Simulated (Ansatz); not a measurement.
**KLuS2: response to strain**

KLuS2 is deformed so: zz strain of +1 %. What stress and forces result, by LAPW, PAW and all-electron datasets made for the crystal?

Computed with Ansatz 0.2.0 (DFT LDA, scalar-relativistic, unless a step's input says otherwise).

**1. The starting structure**

The structure is trigonal, space group R-3m (No. 166). Conventional cell: a = 3.949 Å, b = 3.949 Å, c = 21.871 Å, α = 90.00°, β = 90.00°, γ = 120.00°. Around K (site symmetry -3m) lie 6 S at 3.15 Å. Around Lu (site symmetry -3m) lie 6 S at 2.71 Å. S (site symmetry 3m) has 3 Lu at 2.71 Å and 3 K at 3.15 Å in its first shell of neighbours.

As a file:

```
K Lu S
1.0
     1.97450    1.13998    7.29033
    -1.97450    1.13998    7.29033
     0.00000   -2.27996    7.29033
K Lu S
1 1 2
Direct
  0.00000 0.00000 0.00000
  0.50000 0.50000 0.50000
  0.23369 0.23369 0.23369
  0.76631 0.76631 0.76631
```

Atoms are numbered in the order of the input: K1, Lu2, S3, S4.

**2. The deformed structure**

Space group R-3m before, R-3m after.

**3. LAPW, all electrons**

Contents of input.yaml:

```yaml
crystal:
  lattice:
    - [1.9745012299, 1.1399788166, 7.3632333]
    - [-1.9745012299, 1.1399788166, 7.3632333]
    - [0.0, -2.2799576331, 7.3632333]
  atoms:
    - { symbol: K, position: [0.0, 0.0, 0.0] }
    - { symbol: Lu, position: [0.5, 0.5, 0.5] }
    - { symbol: S, position: [0.23369, 0.23369, 0.23369] }
    - { symbol: S, position: [0.76631, 0.76631, 0.76631] }
kpoints:
  mp_grid: { grid: [7, 7, 7] }
  band_path:
    path:
      - [0.0, 0.0, 0.0]
      - [0.5, 0.5, 0.5]
      - [0.8173537599, 0.1826462401, 0.5]
      - [0.5, -0.1826462401, 0.1826462401]
      - [0.5, 0.0, 0.0]
      - [0.0, 0.0, 0.0]
      - [0.34132312, -0.34132312, 0.0]
      - [0.65867688, 0.0, 0.34132312]
      - [0.5, 0.0, 0.5]
    npoints: 5
scf:
  occupations: { method: fermi_dirac, width: 0.01 }
hamiltonian:
  xc: lda
  pseudopotentials: { kind: all_electron, lapw: { basis_error: 0.001 } }
output:
  forces: true
  stress: true
  eigenvalues: true
```

On the command line:

```bash
ansatz run input.yaml --threads 1 --pin off --max-ram 4096MiB --backend cpu --events-out ev --progress --plain --runs-dir out
```

**4. PAW on the default files**

Contents of input.yaml:

```yaml
crystal:
  lattice:
    - [1.9745012299, 1.1399788166, 7.3632333]
    - [-1.9745012299, 1.1399788166, 7.3632333]
    - [0.0, -2.2799576331, 7.3632333]
  atoms:
    - { symbol: K, position: [0.0, 0.0, 0.0] }
    - { symbol: Lu, position: [0.5, 0.5, 0.5] }
    - { symbol: S, position: [0.23369, 0.23369, 0.23369] }
    - { symbol: S, position: [0.76631, 0.76631, 0.76631] }
kpoints:
  mp_grid: { grid: [7, 7, 7] }
scf:
  occupations: { method: fermi_dirac, width: 0.01 }
hamiltonian:
  xc: lda
  pseudopotentials: { kind: paw }
output:
  forces: true
  stress: true
  eigenvalues: true
  efg: { contact_densities: true }
  write_density: true
  write_potential: true
  elf: true
  volumetric_format: npy
```

**5. All-electron PAW on datasets made for the crystal**

Changes to input.yaml since step 4:

```diff
@@ -16,3 +16,3 @@
   xc: lda
-  pseudopotentials: { kind: paw }
+  pseudopotentials: { kind: all_electron, datasets: crystal }
 output:
@@ -22,5 +22 @@
   efg: { contact_densities: true }
-  write_density: true
-  write_potential: true
-  elf: true
-  volumetric_format: npy
```

(Steps that only read results are left out.)

What does the calculation give? Wanted: pressure; largest shear or deviatoric stress.

The runs gave:

| quantity | value |
| --- | --- |
| pressure | LAPW -4.32, PAW -4.33, crystal datasets -4.32 GPa |
| largest shear or deviatoric stress (LAPW) | 0.43 GPa |

**Reading.** The largest part of the stress beyond the pressure is 0.43 GPa in size, in the zz component; the atoms are carried along and not relaxed. No run of the undeformed cell stands beside it, so pressure and stress hold what the given cell had before the change, as far as its symmetry allows. PAW: stress within 0.01 GPa of LAPW, forces within 1 meV/Å. Crystal datasets: stress within 0.01 GPa of LAPW, forces within 1 meV/Å. Spin-orbit coupling is left out, though the cell holds Lu; in elements this heavy it can shift bands and gaps by tenths of an eV.

The gaps are Kohn-Sham values of a semilocal functional, not quasiparticle or optical gaps. Such gaps usually fall short of the measured ones.
